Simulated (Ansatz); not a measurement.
# ZrAl3C3: the cost of one run

Program: Ansatz 0.2.0. Level of theory: DFT PBE, scalar-relativistic, plane waves, PAW. These are calculated values, not measurements.

## 1. The structure to begin with

Symmetry: P6/mmm, No. 191, hexagonal system. The conventional cell has a = 4.913 Å, b = 4.913 Å, c = 4.900 Å, α = 90.00°, β = 90.00°, γ = 120.00°. Around Zr (site symmetry 6/mmm) lie 2 Al at 2.45 Å. Around Al (site symmetry 6/mmm) lie 2 Zr at 2.45 Å and 6 C at 2.46 Å. Around Al (site symmetry -6m2) lie 3 C at 1.42 Å. Around C (site symmetry mmm) lie 2 Al at 1.42 Å.

Structure file:

```
Zr Al C
1.0
     4.91278    0.00000    0.00000
    -2.45639    4.25459    0.00000
     0.00000    0.00000    4.90044
Zr Al C
1 3 3
Direct
  0.00000 0.00000 0.00000
  0.00000 0.00000 0.50000
  0.33333 0.66667 0.50000
  0.66667 0.33333 0.50000
  0.50000 0.00000 0.50000
  0.00000 0.50000 0.50000
  0.50000 0.50000 0.50000
```

Recipe of the guess: random cell by space group and Wyckoff sites (P6/mmm, No. 191). Its size is a rough estimate.

## 2. The guess as it stands, on a coarse mesh

Contents of input.yaml:

```yaml
crystal:
  lattice:
    - [4.91278088, 0.0, 0.0]
    - [-2.45639044, 4.25459305, 0.0]
    - [0.0, 0.0, 4.90043512]
  atoms:
    - { symbol: Zr, position: [0.0, 0.0, 0.0] }
    - { symbol: Al, position: [0.0, 0.0, 0.5] }
    - { symbol: Al, position: [0.33333333, 0.66666667, 0.5] }
    - { symbol: Al, position: [0.66666667, 0.33333333, 0.5] }
    - { symbol: C, position: [0.5, 0.0, 0.5] }
    - { symbol: C, position: [0.0, 0.5, 0.5] }
    - { symbol: C, position: [0.5, 0.5, 0.5] }
basis:
  ecutwfc: 420
kpoints:
  mp_grid: { grid: [6, 6, 4] }
hamiltonian:
  xc: pbe
scf:
  occupations: { method: gaussian, width: 0.1 }
  lower_state_search: "off"
output:
  forces: true
  stress: true
  eigenvalues: true
```

Started as:

```sh
$ ansatz run input.yaml --threads 1 --pin off --max-ram 2048MiB --backend cpu --events-out ev --progress --plain --runs-dir out
```

Q: Estimate wall time and peak memory on 1 thread of Arm Neoverse N1, shared host.

About 7 s, with a peak of 0.37 GiB.
